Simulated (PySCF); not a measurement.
# C₅H₇ClSSi: electronic excitations

Wanted: the electronic excitations of C₅H₇ClSSi (`[SiH3]Cc1ccc(Cl)s1`), by calculation.

The runs use PySCF 2.14.0, with density-fitted response routines of our own; the level of theory stands in each step. All values are computed, except where a source is named. Atoms are numbered from 0 throughout.

### Step 1. The starting structure

15 atoms, charge 0, multiplicity 1; geometry from: GFN2-xTB.

Bonds of the start (Å): Si0–C1 1.92, C1–C2 1.48, C2–C3 1.36, C3–C4 1.41, C4–C5 1.36, C5–Cl6 1.71, C5–S7 1.74, S7–C2 1.74, Si0–H8 1.46, Si0–H9 1.46, Si0–H10 1.46, C1–H11 1.09, C1–H12 1.09, C3–H13 1.08, C4–H14 1.07.

### Step 2. Ultraviolet spectrum: PBE0/def2-SVPD

Job settings and geometry (Å):

```
{"job": {"kind": "uv", "xc": "PBE0", "basis": "def2-SVPD", "nstates": 8, "ntriplets": 3}, "charge": 0, "multiplicity": 1}
Si    -2.286605     0.865019    -0.422254
C     -1.264819    -0.758444    -0.421836
C      0.161333    -0.488250    -0.141398
C      0.803430    -0.486340     1.057154
C      2.167779    -0.124188     0.975344
C      2.547711     0.154772    -0.297082
Cl     4.102672     0.632478    -0.829943
S      1.239366    -0.023936    -1.425308
H     -1.759728     1.750003    -1.458403
H     -3.677200     0.506170    -0.700010
H     -2.164771     1.486107     0.895966
H     -1.368222    -1.247136    -1.390438
H     -1.656330    -1.437668     0.336053
H      0.319237    -0.744716     1.981856
H      2.831732    -0.075881     1.818386
```

Method: TDDFT PBE0/def2-SVPD, vertical, gas phase, core orbitals frozen in the response.

Run with:

```console
$ OMP_NUM_THREADS=1 python probes_run.py task.json out
```

One launch serves the whole session: the jobs run in the order shown.

Standard output:

```text
coarse grid: 14648 points
cycle   1  E = -1341.3002690077  dE =  1.179e+00  |g| = 3.880e-01  |ddm| = 8.227e+00
cycle   2  E = -1341.2507676465  dE =  4.950e-02  |g| = 5.768e-01  |ddm| = 2.481e+00
cycle   3  E = -1341.3374385684  dE = -8.667e-02  |g| = 1.071e-01  |ddm| = 1.778e+00
cycle   4  E = -1341.3405447651  dE = -3.106e-03  |g| = 3.609e-02  |ddm| = 3.997e-01
cycle   5  E = -1341.3407974156  dE = -2.527e-04  |g| = 1.797e-02  |ddm| = 1.356e-01
cycle   6  E = -1341.3408863978  dE = -8.898e-05  |g| = 3.924e-03  |ddm| = 5.214e-02
cycle   7  E = -1341.3408905954  dE = -4.198e-06  |g| = 8.575e-04  |ddm| = 1.036e-02
final grid: 129064 points
cycle   8  E = -1341.4869221717  dE = -2.198e-05  |g| = 8.546e-03  |ddm| = 1.348e-01
cycle   9  E = -1341.4868970586  dE =  2.511e-05  |g| = 1.254e-02  |ddm| = 4.560e-02
cycle  10  E = -1341.4869417413  dE = -4.468e-05  |g| = 1.284e-03  |ddm| = 3.342e-02
cycle  11  E = -1341.4869422234  dE = -4.822e-07  |g| = 3.491e-04  |ddm| = 5.533e-03
cycle  12  E = -1341.4869422517  dE = -2.821e-08  |g| = 1.103e-04  |ddm| = 1.113e-03
cycle  13  E = -1341.4869422542  dE = -2.587e-09  |g| = 4.569e-05  |ddm| = 3.863e-04
cycle  14  E = -1341.4869422548  dE = -5.257e-10  |g| = 1.581e-05  |ddm| = 1.423e-04
converged SCF energy = -1341.4869422548

Static polarisability (au): isotropic 118.388, principal 85.391 110.886 158.886

Singlet excitations
state   eV       nm        f      main configurations
  1   4.9650    249.7   0.25380   H->L 0.97
  2   5.1486    240.8   0.00274   H->L+1 0.89, H->L+2 0.08
  3   5.7391    216.0   0.00369   H->L+2 0.61, H->L+3 0.27
  4   5.7652    215.1   0.03526   H-1->L 0.70, H->L+5 0.15
  5   5.7904    214.1   0.00078   H->L+3 0.65, H->L+2 0.26
  6   6.0515    204.9   0.00001   H-1->L+1 0.82, H-1->L+2 0.13
  7   6.3062    196.6   0.00671   H->L+4 0.56, H->L+5 0.25, H->L+7 0.09
  8   6.4772    191.4   0.03216   H->L+6 0.57, H->L+4 0.21, H->L+5 0.14

Triplet excitations (Tamm-Dancoff, eV): 3.3422 4.6497 4.9275
```

Wall time 93 s (1 thread of Arm Neoverse N1, shared host); peak memory 1 GiB.

Frontier orbitals and where they lie:

```csv
orbital,eV,atoms
HOMO−3,-9.19,"Cl6 44 %, C1 12 %, C5 8 %"
HOMO−2,-9.09,"Cl6 62 %, C5 9 %, S7 7 %"
HOMO−1,-7.56,"S7 46 %, C4 17 %, C3 16 %"
HOMO,-6.41,"C5 21 %, C2 20 %, Cl6 15 %"
LUMO,-0.76,"S7 21 %, C5 19 %, C2 18 %"
LUMO+1,-0.01,"S7 39 %, Si0 13 %, C5 8 %"
LUMO+2,0.42,"S7 29 %, Si0 15 %, Cl6 10 %"
```

With each of the 8 states as a Gaussian band of 0.4 eV half-width at 1/e, the curve within the window shown has maxima at 250 nm (ε 10,000), 194 nm (ε 1,600) L/(mol cm). Beyond the last state computed it falls off for lack of states. The curve at chosen wavelengths:

nm, ε (L/mol/cm) and a bar:
```
      183        812 
      187       1275 #
      191       1576 ##
      195       1636 ###
      199       1566 ##
      203       1537 ##
      207       1622 ###
      211       1766 ###
      215       1901 ###
      219       2062 ####
      223       2414 #####
      227       3160 #######
      231       4404 ###########
      236       6503 ##################
      240       8244 #######################
      244       9624 ############################
      248      10335 ##############################
      252      10253 ##############################
      256       9451 ###########################
      260       8145 #######################
      264       6601 ##################
      268       5058 #############
      272       3684 #########
      276       2563 ######
      280       1709 ###
      284       1098 #
```

Ground-state properties from the same run:

```csv
property,computed
dipole moment (D),2.16
polarisability (Å³),17.54
HOMO–LUMO gap (eV),5.65
−ε(HOMO) (eV),6.41
```

### Step 3. What came out

```
                       quantity                        value
lowest singlet (PBE0/def2-SVPD)  4.96 eV (250 nm), f = 0.254
                 lowest triplet                      3.34 eV
```

**Reading.** The lowest singlet, at 4.96 eV, is HOMO→LUMO 0.97 and is bright. The lowest triplet lies 1.62 eV below the lowest singlet (triplets in Tamm-Dancoff, singlets in full TDDFT).
